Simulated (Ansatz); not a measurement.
**CH6BNSi: basis-set convergence**

How large a basis does CH6BNSi need? Two functionals are run in growing sets.

The runs use Ansatz 0.2.0, Gaussian basis; one geometry, several basis sets.

The runs, in order: PBE0-D4/def2-SVP; ωB97M-V/def2-SVP; PBE0-D4/def2-QZVPP; ωB97M-V/def2-QZVPP; the functionals' def2-TZVPP values are taken from earlier runs.

## (1) The geometry

The geometry comes from an earlier relaxation with PBE0-D4 in a triple-zeta def2 set; it is a stationary point, not always the lowest conformer.

SMILES `B1NC[SiH2]1`, 10 atoms, charge 0, spin multiplicity 1.

Atoms are counted from 1 here; the program's logs count them from 0.

Bond lengths: B1–N2 1.394 Å, B1–Si4 2.015 Å, B1–H5 1.192 Å, N2–C3 1.470 Å, N2–H6 1.013 Å, C3–Si4 1.925 Å, C3–H7 1.094 Å, C3–H8 1.094 Å, Si4–H9 1.490 Å, Si4–H10 1.490 Å. Angles: N2–B1–Si4 87.2°, N2–B1–H5 125.6°, Si4–B1–H5 147.3°, B1–N2–C3 110.8°, B1–N2–H6 128.8°, C3–N2–H6 120.4°, N2–C3–Si4 88.6°, N2–C3–H7 112.6°, N2–C3–H8 112.6°, Si4–C3–H7 116.6°, Si4–C3–H8 116.6°, H7–C3–H8 108.8°, B1–Si4–C3 73.5°, B1–Si4–H9 121.6°, B1–Si4–H10 121.6°, C3–Si4–H9 114.1°, C3–Si4–H10 114.1°, H9–Si4–H10 107.7°.

## (2) PBE0-D4 in def2-SVP

File in.yaml:

```yaml
crystal:
  periodic: [false, false, false]
  atoms:
    - {symbol: B, position_ang: [-1.159632, 0.512928, -0.559158]}
    - {symbol: N, position_ang: [-0.899987, -0.698655, 0.078796]}
    - {symbol: C, position_ang: [0.507294, -0.777289, 0.497342]}
    - {symbol: Si, position_ang: [0.776887, 0.975733, -0.250732]}
    - {symbol: H, position_ang: [-2.213351, 0.851056, -1.003307]}
    - {symbol: H, position_ang: [-1.533807, -1.465788, 0.266244]}
    - {symbol: H, position_ang: [0.618692, -0.868987, 1.581345]}
    - {symbol: H, position_ang: [1.042784, -1.601427, 0.017839]}
    - {symbol: H, position_ang: [1.185091, 2.006327, 0.745394]}
    - {symbol: H, position_ang: [1.759130, 1.014901, -1.370864]}
basis:
  gaussian: {orbitals: def2-SVP}
hamiltonian: {xc: pbe0, dispersion: d4}
output: {orbitals: {seedname: orbitals}}
```

Launch:

```console
$ ansatz run in.yaml --threads 2 --pin off --events-out ev --progress --plain --max-ram 4352MiB
```

Standard output:

```text
Functional definition: PBE0
  name "PBE0"
  cite "Adamo & Barone, J. Chem. Phys. 110, 6158 (1999) doi:10.1063/1.478522"
  cite "Perdew, Burke & Ernzerhof, Phys. Rev. Lett. 77, 3865 (1996) doi:10.1103/PhysRevLett.77.3865"
  parent pbe
  parameter a = 0.25
  parameter kappa = 0.804
  parameter beta = 0.06672455060314922
  exchange = (1 - a)*pbe_x(kappa = kappa, mu = beta*pi^2/3) + a*exact_x
  correlation = pbe_c(beta = beta)
1028 factors; their error is unknown
mean field evaluation 1: about -11161.3133 eV, gradient 4.5e1 eV
mean field evaluation 2: about -11154.8836 eV, gradient 6.8e1 eV
mean field evaluation 4: about -11166.2332 eV, gradient 3.2e0 eV
mean field evaluation 8: about -11166.2585 eV, gradient 1.6e-2 eV
mean field evaluation 16: about -11166.2923 eV, gradient 2.8e-5 eV
mean field -11166.29230512 eV, -410.3536734285 hartree, gradient 2.8e-5 eV, S^2 0.000000; 0 other end points of the search recorded, 0 dependent functions left out
reference -11166.29233233 eV, -410.3536744282 hartree; 19, 19 occupied and 71, 71 virtual orbitals, 1028 factors
Total energy: -11166.45428386 eV, -410.3596260372 hartree
```

It took 1.3 s on 2 threads of Arm Neoverse V1, shared host.

## (3) ωB97M-V in def2-SVP

Edit in.yaml of step 2 so:

```diff
@@ -15,3 +15,3 @@
   gaussian: {orbitals: def2-SVP}
-hamiltonian: {xc: pbe0, dispersion: d4}
+hamiltonian: {xc: {name: wB97M-V}}
 output: {orbitals: {seedname: orbitals}}
```

Launched as before.

Standard output:

```text
Functional definition: wB97M-V
  name "wB97M-V"
  cite "Mardirossian & Head-Gordon, J. Chem. Phys. 144, 214110 (2016) doi:10.1063/1.4952647"
  cite "Becke, J. Chem. Phys. 107, 8554 (1997) doi:10.1063/1.475007"
  cite "Vydrov & Van Voorhis, J. Chem. Phys. 133, 244103 (2010) doi:10.1063/1.3521275"
  # Of w^i u^j: cxij and so on, Table III.
  parameter omega = 0.3/bohr
  parameter cx = 0.15
  parameter cx01 = 1.007
  parameter cx10 = 0.259
  parameter css00 = 0.443
  parameter css04 = -1.437
  parameter css10 = -4.535
  parameter css20 = -3.390
  parameter css43 = 4.278
  parameter cos00 = 1.000
  parameter cos10 = 1.358
  parameter cos20 = 2.924
  parameter cos21 = -8.812
  parameter cos60 = -1.390
  parameter cos61 = 9.142
  parameter b = 6.0
  parameter c = 0.01
  gx(w, u) = 1 - cx + cx01*u + cx10*w
  gss(w, u) = css00 + css04*u^4 + css10*w + css20*w^2 + css43*w^4*u^3
  gos(w, u) = cos00 + cos10*w + (cos20 + cos21*u)*w^2 + (cos60 + cos61*u)*w^6
  exchange = spin_sum(e_x_unif_sr(omega)*gx(b97_w, b97_u_x)) + cx*exact_x_sr(omega) + exact_x_lr(omega)
  correlation = spin_sum(e_c_pw_mod_same_spin*gss(b97_w, b97_u_same))
      + integral(e_c_pw_mod_opposite_spin*gos(b97_w_opposite, b97_u_opposite)) + vv10(b, c)
1028 factors; their error is unknown
298 factors; integrals over basis functions are off by at most 1.2e-5 eV
mean field evaluation 1: about -11168.1440 eV, gradient 3.7e1 eV
mean field evaluation 2: about -11168.3811 eV, gradient 3.7e1 eV
mean field evaluation 4: about -11171.2532 eV, gradient 1.5e0 eV
mean field evaluation 8: about -11171.2568 eV, gradient 2.8e-1 eV
mean field evaluation 16: about -11171.2569 eV, gradient 2.6e-5 eV
mean field -11171.25694922 eV, -410.5361207338 hartree, gradient 2.6e-5 eV, S^2 0.000000; 0 other end points of the search recorded, 0 dependent functions left out
reference -11171.25699161 eV, -410.5361222916 hartree; 19, 19 occupied and 71, 71 virtual orbitals, 1028 factors
Total energy: -11171.25699161 eV, -410.5361222916 hartree
```

It took 5.5 s on 2 threads of Arm Neoverse V1, shared host; peak memory 0.25 GiB.

## (4) PBE0-D4 in def2-QZVPP

Edit in.yaml of step 3 so:

```diff
@@ -14,4 +14,4 @@
 basis:
-  gaussian: {orbitals: def2-SVP}
-hamiltonian: {xc: {name: wB97M-V}}
+  gaussian: {orbitals: "def2-QZVPP.json"}
+hamiltonian: {xc: pbe0, dispersion: d4}
 output: {orbitals: {seedname: orbitals}}
```

The command is unchanged.

Standard output:

```text
Functional definition: PBE0
  name "PBE0"
  cite "Adamo & Barone, J. Chem. Phys. 110, 6158 (1999) doi:10.1063/1.478522"
  cite "Perdew, Burke & Ernzerhof, Phys. Rev. Lett. 77, 3865 (1996) doi:10.1103/PhysRevLett.77.3865"
  parent pbe
  parameter a = 0.25
  parameter kappa = 0.804
  parameter beta = 0.06672455060314922
  exchange = (1 - a)*pbe_x(kappa = kappa, mu = beta*pi^2/3) + a*exact_x
  correlation = pbe_c(beta = beta)
1300 factors; their error is unknown
mean field evaluation 1: about -11164.6170 eV, gradient 6.2e1 eV
mean field evaluation 2: about -11149.6527 eV, gradient 9.8e1 eV
mean field evaluation 4: about -11172.9917 eV, gradient 6.6e0 eV
mean field evaluation 8: about -11173.0863 eV, gradient 7.5e-2 eV
mean field evaluation 16: about -11173.0916 eV, gradient 4.2e-5 eV
mean field -11173.09161504 eV, -410.6035434594 hartree, gradient 4.2e-5 eV, S^2 0.000000; 0 other end points of the search recorded, 0 dependent functions left out
reference -11173.09165844 eV, -410.6035450542 hartree; 19, 19 occupied and 402, 402 virtual orbitals, 1300 factors
Total energy: -11173.25360997 eV, -410.6094966632 hartree
```

It took 10 s on 2 threads of Arm Neoverse V1, shared host; peak memory 1.1 GiB.

## (5) ωB97M-V in def2-QZVPP

Edit in.yaml of step 4 so:

```diff
@@ -15,3 +15,3 @@
   gaussian: {orbitals: "def2-QZVPP.json"}
-hamiltonian: {xc: pbe0, dispersion: d4}
+hamiltonian: {xc: {name: wB97M-V}}
 output: {orbitals: {seedname: orbitals}}
```

Same command.

Standard output:

```text
Functional definition: wB97M-V
  name "wB97M-V"
  cite "Mardirossian & Head-Gordon, J. Chem. Phys. 144, 214110 (2016) doi:10.1063/1.4952647"
  cite "Becke, J. Chem. Phys. 107, 8554 (1997) doi:10.1063/1.475007"
  cite "Vydrov & Van Voorhis, J. Chem. Phys. 133, 244103 (2010) doi:10.1063/1.3521275"
  # Of w^i u^j: cxij and so on, Table III.
  parameter omega = 0.3/bohr
  parameter cx = 0.15
  parameter cx01 = 1.007
  parameter cx10 = 0.259
  parameter css00 = 0.443
  parameter css04 = -1.437
  parameter css10 = -4.535
  parameter css20 = -3.390
  parameter css43 = 4.278
  parameter cos00 = 1.000
  parameter cos10 = 1.358
  parameter cos20 = 2.924
  parameter cos21 = -8.812
  parameter cos60 = -1.390
  parameter cos61 = 9.142
  parameter b = 6.0
  parameter c = 0.01
  gx(w, u) = 1 - cx + cx01*u + cx10*w
  gss(w, u) = css00 + css04*u^4 + css10*w + css20*w^2 + css43*w^4*u^3
  gos(w, u) = cos00 + cos10*w + (cos20 + cos21*u)*w^2 + (cos60 + cos61*u)*w^6
  exchange = spin_sum(e_x_unif_sr(omega)*gx(b97_w, b97_u_x)) + cx*exact_x_sr(omega) + exact_x_lr(omega)
  correlation = spin_sum(e_c_pw_mod_same_spin*gss(b97_w, b97_u_same))
      + integral(e_c_pw_mod_opposite_spin*gos(b97_w_opposite, b97_u_opposite)) + vv10(b, c)
1280 factors; their error is unknown
362 factors; integrals over basis functions are off by at most 8.9e-6 eV
mean field evaluation 1: about -11172.5902 eV, gradient 5.1e1 eV
mean field evaluation 2: about -11172.1789 eV, gradient 5.4e1 eV
mean field evaluation 4: about -11178.1985 eV, gradient 2.4e0 eV
mean field evaluation 8: about -11178.2167 eV, gradient 4.1e-2 eV
mean field evaluation 16: about -11178.2168 eV, gradient 2.5e-5 eV
mean field -11178.21681604 eV, -410.7918911219 hartree, gradient 2.5e-5 eV, S^2 0.000000; 0 other end points of the search recorded, 0 dependent functions left out
reference -11178.21688565 eV, -410.7918936802 hartree; 19, 19 occupied and 402, 402 virtual orbitals, 1280 factors
Total energy: -11178.21688565 eV, -410.7918936802 hartree
```

Run time: 26 s. Hardware: 2 threads of Arm Neoverse V1, shared host; peak memory 1.4 GiB.

## (6) Density functionals: the series

The def2-TZVPP values come from earlier runs at the same geometry.

```csv
functional,basis,functions,energy (eV),from the largest (eV),HOMO (eV),LUMO (eV)
PBE0-D4,def2-SVP,90,-11166.4543,6.799,-7.41,-0.26
PBE0-D4,def2-TZVPP,219,-11172.7984,0.455,-7.44,-0.45
PBE0-D4,def2-QZVPP,421,-11173.2536,0.000,-7.45,-0.50
ωB97M-V,def2-SVP,90,-11171.2570,6.960,-9.53,1.82
ωB97M-V,def2-TZVPP,219,-11177.7930,0.424,-9.58,1.48
ωB97M-V,def2-QZVPP,421,-11178.2169,0.000,-9.59,1.31
```

## (7) Outcome

| quantity | value |
| --- | --- |
| PBE0-D4: double and triple zeta above quadruple | 6.80, 0.46 eV |
| ωB97M-V: double and triple zeta above quadruple | 6.96, 0.42 eV |

What this shows: For PBE0-D4 the step from double to triple zeta gains 6.34 eV and the next only 0.46 eV. These are total energies; as a rule much of such shifts cancels in differences, which this series doesn't test. The LUMO of ωB97M-V is positive and keeps falling with the basis (1.82 to 1.31 eV): an unbound level that the basis holds in place.

For PBE0-D4 the largest set took about 8 times as long as the smallest (10 s against 1.3 s).
